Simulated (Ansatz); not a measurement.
# Ni (Ni, beta-Sn type): the cost of one run

Program: Ansatz 0.2.0. Level of theory: DFT LDA (PW92), plane waves (420 eV) with PAW, scalar-relativistic; the PAW data stem from PBE, with regenerated cores. These are calculated values, not measurements.

### Step 1. The structure to begin with

The structure is tetragonal, space group I4_1/amd (No. 141). Conventional cell: a = 4.382 Å, b = 4.382 Å, c = 2.393 Å, α = 90.00°, β = 90.00°, γ = 90.00°. Around Ni (site symmetry -4m2) lie 6 Ni at 2.27 to 2.39 Å.

Coordinates:

```xyz
2
Lattice="-2.1911 2.1911 1.1963 2.1911 -2.1911 1.1963 2.1911 2.1911 -1.1963" Properties=species:S:1:pos:R:3 pbc="T T T"
Ni    0.0000    0.0000    0.0000
Ni    0.0000    2.1911    0.5982
```

Starting moments (μB): +0.8, -0.8.

### Step 2. Geometry optimisation

The input, input.yaml:

```yaml
crystal:
  lattice:
    - [-2.1910720922, 2.1910720922, 1.1963253623]
    - [2.1910720922, -2.1910720922, 1.1963253623]
    - [2.1910720922, 2.1910720922, -1.1963253623]
  atoms:
    - { symbol: Ni, position: [0.0, 0.0, 0.0], spin: 0.8 }
    - { symbol: Ni, position: [0.75, 0.25, 0.5], spin: -0.8 }
hamiltonian:
  xc: lda
  pseudopotentials:
    kind: paw
    azcp:
      Ni: "pseudopotentials/Ni.paw.azcp"
basis:
  ecutwfc: 420
  fft_grid_basis: typed
kpoints:
  mp_grid: { grid: [15, 15, 10], shift: [0, 0, 0] }
magnetization:
  spin_polarized: true
scf:
  occupations: { method: fermi_dirac, width: 0.05 }
relax:
  max_steps: 60
  f_tol: 0.01
  cell: {}
```

Q: Estimate wall time and peak memory on 2 threads of an x86-64 CPU, shared host.

About 18 min, with a peak of 0.93 GiB.
